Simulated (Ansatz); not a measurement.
# One shape, several levels: C2HBF2 (SMILES C#CB(F)F)

Wanted: a comparison of 6 runs (B2PLYP/def2-SVPD, SVWN5/def2-SVPD, wB97M-V/def2-SVPD, RPA@PBE/def2-SVPD, MP2/def2-SVPD, CCSD(T)/def2-SVPD) of C2HBF2. 

The calculation is run with Ansatz 0.2.0.

36 further runs of the same task are left out: 36 set aside as unsound or not needed.

### 1 The system as given

The species is C2HBF2 (6 atoms), meant as a singlet with charge 0. As SMILES, `C#CB(F)F`. The C2–B3 distance was set to 2.281 Å, away from the relaxed value. At this shape a bond of the SMILES string is far longer than usual.

Bond lengths: C1–C2 1.203 Å, B3–F4 1.316 Å, B3–F5 1.316 Å, C1–H6 1.066 Å. Angles: F4–B3–F5 117.8°, C2–C1–H6 180.0°. A long bond or contact: C2–B3 2.281 Å.

### 2 The energy at B2PLYP/def2-SVPD (run 1)

run.yaml

```yaml
crystal:
  periodic: [false, false, false]
  atoms:
    - {symbol: C, position_ang: [-1.303975, 0.668487, 1.848414]}
    - {symbol: C, position_ang: [-0.638875, 0.323887, 0.906714]}
    - {symbol: B, position_ang: [0.622000, -0.329200, -0.878400]}
    - {symbol: F, position_ang: [0.153600, -1.179500, -1.766600]}
    - {symbol: F, position_ang: [1.841700, 0.131700, -1.054100]}
    - {symbol: H, position_ang: [-1.893275, 0.973687, 2.682914]}
basis:
  gaussian:
    orbitals: def2-SVPD
hamiltonian:
  xc: {name: B2PLYP}
correlation:
  frozen_orbitals: {B: 1, C: 1, F: 1, H: 0}
accuracy: high
output: {orbitals: {seedname: orbitals}}
```

Launch:

```
$ ansatz run run.yaml --threads 1 --pin off --max-ram 3480MiB --events-out events.jsonl --progress --plain --runs-dir runs
```

The log of the run:

```text
Warning: RAYON_NUM_THREADS=1 ignored (pool sized by the plan → 1); use --threads N
Functional definition: B2PLYP
  name "B2PLYP"
  parameter a = 0.53
  parameter c = 0.27
  exchange = (1 - a)*b88_x + a*exact_x
  correlation = (1 - c)*lyp_c + c*(mp2_os + mp2_ss)
2216 factors; integrals over basis functions are off by at most 2.8e-9 eV
mean field evaluation 1: about -8174.2229 eV, gradient 4.7e1 eV
mean field evaluation 2: about -8174.6096 eV, gradient 4.7e1 eV
mean field evaluation 4: about -8179.6327 eV, gradient 2.3e0 eV
mean field evaluation 8: about -8179.6739 eV, gradient 6.0e-1 eV
mean field evaluation 16: about -8179.6748 eV, gradient 1.0e-4 eV
mean field -8179.67477615 eV, -300.5975036406 hartree, gradient 8.1e-8 eV, S^2 0.000000; 0 other end points of the search recorded, 0 dependent functions left out
5 core orbitals not correlated: weight in the atoms' cores, before any rotation towards them, 1.000 or more for the frozen orbitals, at most 0.000 for the correlated occupied ones
reference -8179.67480162 eV, -300.5975045769 hartree; 13, 13 occupied and 96, 96 virtual orbitals, 2216 factors
second order -24.45865321 eV of doubles, -0.00000000 eV of singles
Total energy: -8186.27863799 eV, -300.8401910871 hartree
```

Wall time 14 s (1 thread of Arm Neoverse V1, shared host); peak memory 0.38 GiB.

### 3 The energy at SVWN5/def2-SVPD (run 2)

in.yaml

```yaml
crystal:
  periodic: [false, false, false]
  atoms:
    - symbol: C
      position_ang: [-1.303975, 0.668487, 1.848414]
    - symbol: C
      position_ang: [-0.638875, 0.323887, 0.906714]
    - symbol: B
      position_ang: [0.622000, -0.329200, -0.878400]
    - symbol: F
      position_ang: [0.153600, -1.179500, -1.766600]
    - symbol: F
      position_ang: [1.841700, 0.131700, -1.054100]
    - symbol: H
      position_ang: [-1.893275, 0.973687, 2.682914]
basis:
  gaussian:
    orbitals: def2-SVPD
hamiltonian:
  xc: {name: SVWN5}
accuracy: high
output: {orbitals: {seedname: orbitals}}
```

Launch:

```
$ ansatz run in.yaml --threads 1 --pin off --max-ram 3480MiB --events-out events.jsonl --progress --plain --runs-dir runs
```

The log of the run:

```text
Warning: RAYON_NUM_THREADS=1 ignored (pool sized by the plan → 1); use --threads N
Functional definition: SVWN5
  name "SVWN5"
  exchange = slater_x
  correlation = vwn5_c
2216 factors; integrals over basis functions are off by at most 2.8e-9 eV
mean field evaluation 1: about -8122.8176 eV, gradient 5.9e1 eV
mean field evaluation 2: about -8033.3470 eV, gradient 1.5e2 eV
mean field evaluation 4: about -8131.1914 eV, gradient 1.8e1 eV
mean field evaluation 8: about -8131.8194 eV, gradient 1.1e-1 eV
mean field evaluation 16: about -8131.8168 eV, gradient 4.3e-6 eV
mean field -8131.81677731 eV, -298.8387546227 hartree, gradient 3.1e-8 eV, S^2 0.000000; 0 other end points of the search recorded, 0 dependent functions left out
reference -8131.81678129 eV, -298.8387547690 hartree; 18, 18 occupied and 96, 96 virtual orbitals, 2216 factors
Total energy: -8131.81678129 eV, -298.8387547690 hartree
```

It took 5.4 s on 1 thread of Arm Neoverse V1, shared host; peak memory 0.29 GiB.

Runs 3 to 5 aren't shown in full; the table further down has their settings and results.

### 4 The energy at CCSD(T)/def2-SVPD (run 6)

molecule.yaml

```yaml
crystal:
  periodic: [false, false, false]
  atoms:
    - {symbol: C, position_ang: [-1.303975, 0.668487, 1.848414]}
    - {symbol: C, position_ang: [-0.638875, 0.323887, 0.906714]}
    - {symbol: B, position_ang: [0.622000, -0.329200, -0.878400]}
    - {symbol: F, position_ang: [0.153600, -1.179500, -1.766600]}
    - {symbol: F, position_ang: [1.841700, 0.131700, -1.054100]}
    - {symbol: H, position_ang: [-1.893275, 0.973687, 2.682914]}
basis:
  gaussian:
    orbitals: def2-SVPD
correlation:
  method: ccsd_t
  frozen_orbitals: {B: 1, C: 1, F: 1, H: 0}
accuracy: high
scf:
  omitted_lower_state_checks: [cluster_reference, increment]
```

Launch:

```
$ ansatz run molecule.yaml --threads 1 --pin off --max-ram 3480MiB --events-out events.jsonl --progress --plain --runs-dir runs
```

The log of the run:

```text
Warning: RAYON_NUM_THREADS=1 ignored (pool sized by the plan → 1); use --threads N
Functional definition: HF
  name "HF"
  exchange = exact_x
  correlation = 0
these checks for a lower state are left out or cut short: cluster_reference, increment
2216 factors; integrals over basis functions are off by at most 2.8e-9 eV
mean field evaluation 1: about -8148.8749 eV, gradient 3.9e1 eV
mean field evaluation 2: about -8148.9740 eV, gradient 3.9e1 eV
mean field evaluation 4: about -8152.6178 eV, gradient 3.5e0 eV
mean field evaluation 8: about -8152.6666 eV, gradient 3.0e-4 eV
mean field -8152.66657121 eV, -299.6049704162 hartree, gradient 9.6e-8 eV, S^2 0.000000; 0 other end points of the search recorded, 0 dependent functions left out; unrestricted orbitals would lower it
5 core orbitals not correlated: weight in the atoms' cores, before any rotation towards them, 1.000 or more for the frozen orbitals, at most 0.000 for the correlated occupied ones
reference -8152.66657121 eV, -299.6049704162 hartree; 13, 13 occupied and 96, 96 virtual orbitals, 2216 factors
second order -19.77469968 eV of doubles, -0.00000000 eV of singles
cycle   1  -19.53037656 eV  change    2.4e-1 eV  update   1.2e-1
cycle   2  -20.08337829 eV  change   -5.5e-1 eV  update   4.0e-2
cycle   3  -20.25229425 eV  change   -1.7e-1 eV  update   2.2e-2
cycle   4  -20.25245709 eV  change   -1.6e-4 eV  update   6.5e-3
cycle   5  -20.25398342 eV  change   -1.5e-3 eV  update   2.6e-3
cycle   6  -20.25650766 eV  change   -2.5e-3 eV  update   8.9e-4
cycle   7  -20.25663040 eV  change   -1.2e-4 eV  update   3.1e-4
cycle   8  -20.25663086 eV  change   -4.6e-7 eV  update   1.0e-4
cycle   9  -20.25668505 eV  change   -5.4e-5 eV  update   3.7e-5
cycle  10  -20.25669310 eV  change   -8.0e-6 eV  update   1.3e-5
cycle  11  -20.25668968 eV  change    3.4e-6 eV  update   4.1e-6
cycle  12  -20.25669074 eV  change   -1.1e-6 eV  update   1.7e-6
cycle  13  -20.25669075 eV  change   -1.3e-8 eV  update   6.0e-7
cycle  14  -20.25669086 eV  change   -1.1e-7 eV  update   2.6e-7
cycle  15  -20.25669117 eV  change   -3.0e-7 eV  update   1.1e-7
cycle  16  -20.25669127 eV  change   -1.0e-7 eV  update   5.4e-8
cycle  17  -20.25669130 eV  change   -3.1e-8 eV  update   3.4e-8
cycle  18  -20.25669187 eV  change   -5.7e-7 eV  update   1.4e-7
cycle  19  -20.25669195 eV  change   -7.4e-8 eV  update   4.4e-8
cycle  20  -20.25669205 eV  change   -1.0e-7 eV  update   1.8e-8
cycle  21  -20.25669207 eV  change   -2.1e-8 eV  update   6.6e-9
cycle  22  -20.25669207 eV  change   -1.4e-9 eV  update   2.2e-9
perturbative correction -0.73085419 eV, -0.0268583962 hartree
Total energy: -8173.65411748 eV, -300.3762485155 hartree
Checks for a lower state left out: cluster_reference, increment
```

Wall time 68 s (1 thread of Arm Neoverse V1, shared host); peak memory 1.1 GiB.

### 5 Overview of the runs

| run | level | frozen core orbitals | energy (Eh) | wall time |
| --- | --- | --- | --- | --- |
| 1 | B2PLYP/def2-SVPD | 5 | -300.840191 | 14 s |
| 2 | SVWN5/def2-SVPD | – | -298.838755 | 5.4 s |
| 3 | wB97M-V/def2-SVPD | – | -300.997579 | 69 s |
| 4 | RPA@PBE/def2-SVPD | 5 | -300.654312 | 15 s |
| 5 | MP2/def2-SVPD | 5 | -300.331677 | 5.7 s |
| 6 | CCSD(T)/def2-SVPD | 5 | -300.376249 | 68 s |

### 6 Outcome

```
                                          quantity          value
                               run 6: total energy  -300.37625 Eh
run 6: correlation energy (5 core orbitals frozen)     -771.3 mEh
                             run 6: (T) correction     -26.86 mEh
                              run 6: T1 diagnostic          0.016
```

**Reading.** Over runs 1, 2, 3 the HOMO–LUMO gap runs from 4.18 eV (SVWN5/def2-SVPD) to 10.57 eV (wB97M-V/def2-SVPD). Totals of different functionals can't be ranked against each other. In runs 5, 6 the log says that unrestricted orbitals would lower the reference, so the values rest on an unstable closed-shell determinant (other closed-shell runs at this shape may share the fault). All runs together took 3 min, the longest 69 s.
